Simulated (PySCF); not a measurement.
# CrBr₄ (-2): ligand-field states, part 3 of 3

PySCF 2.14.0. Atoms count from 0.

## (8) Ligand-field states: state-averaged CASSCF (angle to the S4 axis at 80°) in water

The job: settings as JSON, then the geometry in Å.

```
{"job": {"kind": "lf", "basis": {"metal": "x2c-TZVPall", "ligand": "x2c-SVPall"}, "nevpt": true, "solvent": "water", "reuse": true}, "charge": -2, "metal": "Cr", "open_shell": "d4"}
Cr     0.000000     0.000000     0.000000
Br     1.768765     1.768765     0.441066
Br    -1.768765    -1.768765     0.441066
Br    -1.768765     1.768765    -0.441066
Br     1.768765    -1.768765    -0.441066
```

With the program's defaults for keys left out, this is: state-averaged CASSCF of the metal d shell, SC-NEVPT2 on the averaged canonical orbitals, state-interaction spin-orbit coupling.

Output:

```text
basis functions 176, electrons 166, active (4e, 5o)
start from the orbitals of the previous structure
stage 1: DIIS on the effective Fock matrix, level shift 0.30
cycle   1  E = -11464.6272453257  dE = -1.146e+04  max|g| = 1.463e+00
cycle   2  E = -11465.8606976960  dE = -1.233e+00  max|g| = 5.378e-01
cycle   3  E = -11465.9815958301  dE = -1.209e-01  max|g| = 1.260e-01
cycle   4  E = -11465.9832495961  dE = -1.654e-03  max|g| = 1.382e-01
cycle   5  E = -11465.9915884957  dE = -8.339e-03  max|g| = 1.287e-01
cycle   6  E = -11466.0025169330  dE = -1.093e-02  max|g| = 1.010e-01
cycle   7  E = -11466.0094369383  dE = -6.920e-03  max|g| = 7.250e-02
cycle   8  E = -11466.0100202729  dE = -5.833e-04  max|g| = 6.664e-02
cycle   9  E = -11466.0099375207  dE =  8.275e-05  max|g| = 6.441e-02
cycle  10  E = -11466.0099283126  dE =  9.208e-06  max|g| = 6.091e-02
cycle  11  E = -11466.0100427157  dE = -1.144e-04  max|g| = 5.906e-02
cycle  12  E = -11466.0102752759  dE = -2.326e-04  max|g| = 6.141e-02
cycle  13  E = -11466.0114954213  dE = -1.220e-03  max|g| = 5.181e-02
cycle  14  E = -11466.0126170677  dE = -1.122e-03  max|g| = 4.834e-02
cycle  15  E = -11466.0134845544  dE = -8.675e-04  max|g| = 4.398e-02
stage 2: quasi-Newton rotations from the point of smallest gradient
cycle  17  E = -11466.0160023302  dE = -2.518e-03  max|g| = 2.451e-02
cycle  18  E = -11466.0163802441  dE = -3.779e-04  max|g| = 1.324e-02
cycle  19  E = -11466.0164519499  dE = -7.171e-05  max|g| = 6.767e-04
cycle  20  E = -11466.0164537115  dE = -1.762e-06  max|g| = 2.577e-04
cycle  21  E = -11466.0164538738  dE = -1.624e-07  max|g| = 1.116e-04
cycle  22  E = -11466.0164538888  dE = -1.494e-08  max|g| = 1.950e-05
cycle  23  E = -11466.0164538904  dE = -1.659e-09  max|g| = 6.942e-06
converged average energy = -11466.0164538904

 mult deg   label        CASSCF/cm-1   NEVPT2/cm-1
   5   1   5B2                 0.0           0.0
   5   1   5B1              7542.5        9398.5
   5   2   5E               9346.6       10956.9
   5   1   5A1             10477.0       12677.1
   3   1   3B2             19757.2       18520.4
   3   2   3E              19847.0       18526.9
   3   1   3A2             20083.4       18966.8
   3   2   3E              22544.0       20857.3
   3   1   3A1             22372.7       20951.7
   3   1   3A2             24076.7       21845.5
   3   1   3B2             24351.2       21944.5
   3   2   3E              24269.7       22069.0
   1   1   1A1             28147.5       26227.6
   3   1   3A2             26158.3       26300.7
   3   1   3B1             26293.9       26313.3
   1   2   1E              28244.4       26478.4
   3   1   3B1             27472.8       26534.6
   3   2   3E              26329.1       26757.4
   1   1   1B2             28358.5       26794.3
   1   1   1A1             30699.9       26829.6
   3   2   3E              28160.5       27463.8
   3   1   3A2             28547.6       27781.0
   1   1   1B1             31325.8       28530.2
   1   2   1E              31710.4       29107.9
   3   1   3A1             29918.1       29682.1
   3   2   3E              30025.8       29774.8
   3   2   3E              30688.5       29941.7
   3   1   3B2             30608.5       30214.5
   1   1   1A2             32633.3       30278.6
   3   1   3A1             32060.7       31650.6
   3   1   3B1             32597.2       31848.3
   1   1   1A1             33860.9       32175.9
   1   2   1E              34282.2       33404.5
   1   1   1B1             34420.2       33775.1
   1   1   1B2             35559.0       34623.7
   1   1   1A2             35633.3       34765.0
   3   1   3A2             35034.2       34826.9
   3   2   3E              37555.0       34930.0
   3   2   3E              34994.5       35104.8
   1   1   1A1             37376.6       35260.9
   3   1   3B2             37755.8       35306.2
   1   2   1E              36275.2       35498.9
   1   1   1B2             38171.0       35603.8
   3   1   3A1             38262.3       35951.3
   1   2   1E              38820.1       36379.9
   3   1   3B1             39887.6       37545.3
   1   1   1B1             38049.7       37648.1
   1   1   1A1             43927.2       40489.3
   1   1   1B1             44072.1       40533.4
   1   2   1E              43438.8       41934.9
   1   1   1A2             45906.7       41986.7
   1   1   1A1             43348.0       42265.2
   1   1   1B2             44255.5       43170.4
   1   2   1E              47125.5       43547.3
   3   1   3A2             51128.5       45386.2
   1   1   1B2             49595.0       45521.7
   3   2   3E              53216.3       47654.6
   1   2   1E              52343.9       48329.9
   1   1   1B1             53237.0       51712.7
   3   1   3B2             57728.1       52255.9

spin-orbit levels / cm-1
      0.00  x2  5B2 1.00
      5.44  x2  5B2 1.00
      7.25  x1  5B2 1.00
   9390.09  x1  5B1 0.99
   9392.75  x2  5B1 0.99
   9400.75  x1  5B1 1.00
   9400.87  x1  5B1 1.00
  10842.59  x2  5E 0.99
  10880.05  x1  5E 0.98
  10916.24  x1  5E 1.00
  10955.59  x2  5E 0.99
  11006.04  x1  5E 0.99
  11018.34  x1  5E 0.98
  11074.16  x2  5E 1.00
  12692.49  x1  5A1 0.99
  12692.51  x1  5A1 0.99
  12705.20  x2  5A1 0.99
  12709.37  x1  5A1 0.98
  18481.88  x1  3E 0.70 3B2 0.30
  18505.93  x2  3B2 0.67 3E 0.33
  18515.90  x1  3E 1.00
  18535.15  x1  3E 1.00
  18550.09  x1  3B2 0.70 3E 0.30
  18551.65  x2  3E 0.67 3B2 0.33
  18552.58  x1  3E 1.00
  18967.49  x2  3A2 1.00
  18976.19  x1  3A2 1.00
  20621.01  x1  3E 0.91 3A2 0.08
  20752.05  x1  3E 0.99
  20812.41  x2  3E 0.93 3A2 0.05
```

Wall time 23 s (1 thread of Arm Neoverse V2, shared host); peak memory 0.55 GiB.

Key values:

| quantity | value |
| --- | --- |
| spin-orbit constant ζ | 206 cm⁻¹ |

Powder susceptibility:

| T (K) | χT (cm³ K/mol) | μ(eff) |
| --- | --- | --- |
| 2 | 2.422 | 4.40 |
| 20 | 2.944 | 4.85 |
| 100 | 2.966 | 4.87 |
| 300 | 2.984 | 4.88 |

## (9) Ligand-field states: state-averaged CASSCF (angle to the S4 axis at 90°) in water

The job: settings as JSON, then the geometry in Å.

```
{"job": {"kind": "lf", "basis": {"metal": "x2c-TZVPall", "ligand": "x2c-SVPall"}, "nevpt": true, "solvent": "water", "reuse": true}, "charge": -2, "metal": "Cr", "open_shell": "d4"}
Cr     0.000000     0.000000     0.000000
Br     1.796051     1.796051     0.000000
Br    -1.796051    -1.796051     0.000000
Br    -1.796051     1.796051     0.000000
Br     1.796051    -1.796051     0.000000
```

Level: state-averaged CASSCF of the metal d shell, SC-NEVPT2 on the averaged canonical orbitals, state-interaction spin-orbit coupling.

Output:

```text
basis functions 176, electrons 166, active (4e, 5o)
start from the orbitals of the previous structure
stage 1: DIIS on the effective Fock matrix, level shift 0.30
cycle   1  E = -11463.8831097216  dE = -1.146e+04  max|g| = 2.056e+00
cycle   2  E = -11465.7694313429  dE = -1.886e+00  max|g| = 7.218e-01
cycle   3  E = -11465.9516082707  dE = -1.822e-01  max|g| = 1.753e-01
cycle   4  E = -11465.9477856434  dE =  3.823e-03  max|g| = 1.749e-01
cycle   5  E = -11465.9550858758  dE = -7.300e-03  max|g| = 2.054e-01
cycle   6  E = -11465.9758225952  dE = -2.074e-02  max|g| = 1.609e-01
cycle   7  E = -11465.9883361975  dE = -1.251e-02  max|g| = 1.229e-01
cycle   8  E = -11465.9934247065  dE = -5.089e-03  max|g| = 1.076e-01
cycle   9  E = -11465.9974060359  dE = -3.981e-03  max|g| = 9.528e-02
cycle  10  E = -11465.9968232572  dE =  5.828e-04  max|g| = 9.527e-02
cycle  11  E = -11465.9959692667  dE =  8.540e-04  max|g| = 9.706e-02
cycle  12  E = -11465.9936620542  dE =  2.307e-03  max|g| = 9.962e-02
cycle  13  E = -11465.9897585856  dE =  3.903e-03  max|g| = 1.036e-01
cycle  14  E = -11465.9794711312  dE =  1.029e-02  max|g| = 1.402e-01
cycle  15  E = -11465.9587861734  dE =  2.068e-02  max|g| = 1.705e-01
stage 2: quasi-Newton rotations from the point of smallest gradient
cycle  17  E = -11466.0067819483  dE = -9.959e-03  max|g| = 4.188e-02
cycle  18  E = -11466.0078335017  dE = -1.052e-03  max|g| = 2.783e-02
cycle  19  E = -11466.0082384949  dE = -4.050e-04  max|g| = 2.813e-03
cycle  20  E = -11466.0082491462  dE = -1.065e-05  max|g| = 8.614e-04
cycle  21  E = -11466.0082500994  dE = -9.533e-07  max|g| = 1.824e-04
cycle  22  E = -11466.0082501809  dE = -8.147e-08  max|g| = 4.436e-05
cycle  23  E = -11466.0082501885  dE = -7.571e-09  max|g| = 1.198e-05
cycle  24  E = -11466.0082501889  dE = -4.457e-10  max|g| = 4.300e-06
converged average energy = -11466.0082501889

 mult deg   label        CASSCF/cm-1   NEVPT2/cm-1
   5   1   5B1g                0.0           0.0
   5   1   5B2g             8320.1       10444.3
   5   2   5Eg             10742.7       12641.1
   5   1   5A1g            11671.2       14204.2
   3   1   3B1g            19848.5       18577.1
   3   2   3Eg             19992.6       18703.3
   3   1   3A2g            20190.5       19063.4
   3   1   3A1g            22606.8       21121.2
   3   2   3Eg             22910.4       21173.4
   3   1   3B1g            24501.2       22056.1
   3   1   3A2g            24398.5       22197.6
   3   2   3Eg             24575.6       22265.8
   1   1   1A1g            28405.5       26619.0
   1   2   1Eg             28443.6       26751.0
   3   1   3B2g            27024.1       26815.6
   1   1   1B1g            28470.8       26903.9
   1   1   1A1g            31160.7       27152.6
   3   1   3A2g            27187.2       27563.2
   3   1   3B2g            28111.3       27684.5
   3   2   3Eg             27250.7       27851.5
   3   2   3Eg             29122.6       28574.7
   1   1   1B2g            31679.8       28917.7
   3   1   3A2g            29620.6       29024.2
   1   2   1Eg             32003.6       29335.4
   1   1   1A2g            32924.4       30564.4
   3   1   3A1g            30848.4       30869.3
   3   2   3Eg             31710.7       31154.3
   3   2   3Eg             31186.1       31337.5
   3   1   3B1g            31776.7       31698.5
   1   1   1A1g            33958.5       32048.7
   3   1   3B2g            33620.7       33027.3
   3   1   3A1g            33080.4       33034.2
   1   2   1Eg             34851.3       33797.6
   1   1   1B2g            35016.4       34308.6
   1   1   1B1g            36296.8       35183.5
   1   1   1A1g            37875.5       36035.7
   3   1   3A2g            36320.9       36076.7
   1   1   1B1g            38772.1       36422.0
   1   1   1A2g            37110.5       36508.2
   3   2   3Eg             38814.5       36602.3
   1   2   1Eg             37247.9       36643.8
   3   2   3Eg             36648.3       36918.7
   3   1   3B1g            39193.9       37137.5
   3   1   3A1g            39329.4       37372.1
   1   2   1Eg             39710.4       37434.9
   1   1   1B2g            39012.1       38715.7
   3   1   3B2g            41251.8       39195.3
   1   1   1B2g            44698.4       41482.8
   1   1   1A1g            44952.5       41801.6
   1   1   1A2g            46485.1       42841.0
   1   2   1Eg             44903.3       43844.4
   1   2   1Eg             47815.9       44500.8
   1   1   1A1g            45293.2       44536.1
   1   1   1B1g            45761.7       45121.8
   1   1   1B1g            50439.8       46432.0
   3   1   3A2g            51743.6       46628.8
   3   2   3Eg             54066.7       49027.4
   1   2   1Eg             53634.9       49761.8
   3   1   3B1g            58978.4       53799.8
   1   1   1B2g            55276.5       54193.8

spin-orbit levels / cm-1
      0.00  x2  5B1g 1.00
      5.08  x2  5B1g 1.00
      6.77  x1  5B1g 1.00
  10438.72  x1  5B2g 0.99
  10440.74  x2  5B2g 1.00
  10446.80  x1  5B2g 1.00
  10446.86  x1  5B2g 1.00
  12517.61  x2  5Eg 0.99
  12555.30  x1  5Eg 0.98
  12594.66  x1  5Eg 1.00
  12635.66  x2  5Eg 0.99
  12691.74  x1  5Eg 0.99
  12700.13  x1  5Eg 0.99
  12763.06  x2  5Eg 1.00
  14219.31  x1  5A1g 0.99
  14219.33  x1  5A1g 0.99
  14233.06  x2  5A1g 0.98
  14237.56  x1  5A1g 0.98
  18575.32  x2  3B1g 0.98
  18578.89  x1  3B1g 0.93 3Eg 0.07
  18688.79  x1  3Eg 0.93 3B1g 0.07
  18694.91  x1  3Eg 1.00
  18710.70  x1  3Eg 0.99
  18715.33  x2  3Eg 0.98
  18725.59  x1  3Eg 1.00
  19064.43  x2  3A2g 1.00
  19072.86  x1  3A2g 1.00
  20926.02  x1  3Eg 0.91 3A2g 0.08
  21055.22  x1  3Eg 0.86 3A1g 0.13
  21094.76  x2  3A1g 0.67 3Eg 0.29
```

Wall time 24 s (1 thread of Arm Neoverse V2, shared host); peak memory 0.55 GiB.

From this job:

| quantity | value |
| --- | --- |
| spin-orbit constant ζ | 208 cm⁻¹ |

Powder susceptibility:

```
T (K)  χT (cm³ K/mol)  μ(eff)
    2           2.460    4.43
   20           2.952    4.86
  100           2.971    4.87
  300           2.987    4.89
```

## (10) Ligand field across the series

From the NEVPT2 states (cm⁻¹; the spread is that of the fitted one-electron ligand-field levels):

```
step                     setting  ground state     next state  orbital spread  Racah B    ζ  μ(eff), 300 K
   2                    as given           5T2     5E at 3186            2708      774  203           4.75
   3  angle to the S4 axis at 45            5E    5B2 at 3371            4173      778  203           4.80
   4  angle to the S4 axis at 50            5E    5B2 at 1760            3453      775  203           4.79
   5  angle to the S4 axis at 60           5B2     5E at 2223            4305      776  203           4.84
   6  angle to the S4 axis at 65           5B2     5E at 4527            6033      783  203           4.87
   7  angle to the S4 axis at 72           5B2    5B1 at 7491            8553      799  205           4.88
   8  angle to the S4 axis at 80           5B2    5B1 at 9398           11065      821  206           4.88
   9  angle to the S4 axis at 90          5B1g  5B2g at 10444           12449      835  208           4.89
```

## (11) Outcome

What follows sums up all 3 parts.

| quantity | value |
| --- | --- |
| spin-orbit constant ζ (step 2, state-averaged CASSCF in water) | 203 cm⁻¹ |
| ground multiplicity, μ(eff) at 300 K (step 2, 4 donors at 2.54 Å) | 5, 4.75 μB |
| ground multiplicity, μ(eff) at 300 K (step 3, 4 donors at 2.54 Å) | 5, 4.80 μB |
| ground multiplicity, μ(eff) at 300 K (step 4, 4 donors at 2.54 Å) | 5, 4.79 μB |
| ground multiplicity, μ(eff) at 300 K (step 5, 4 donors at 2.54 Å) | 5, 4.84 μB |
| ground multiplicity, μ(eff) at 300 K (step 6, 4 donors at 2.54 Å) | 5, 4.87 μB |
| ground multiplicity, μ(eff) at 300 K (step 7, 4 donors at 2.54 Å) | 5, 4.88 μB |
| ground multiplicity, μ(eff) at 300 K (step 8, 4 donors at 2.54 Å) | 5, 4.88 μB |
| ground multiplicity, μ(eff) at 300 K (step 9, 4 donors at 2.54 Å) | 5, 4.89 μB |

In words: In step 2, χT goes from 0.34 at 2 K to 2.82 cm³ K/mol at 300 K, as higher levels fill or mix in. The spread of the ligand-field levels runs from 2708 cm⁻¹ (as given) to 12449 cm⁻¹ (angle to the S4 axis at 90); μ(eff) at 300 K: 4.75 to 4.89 μB.
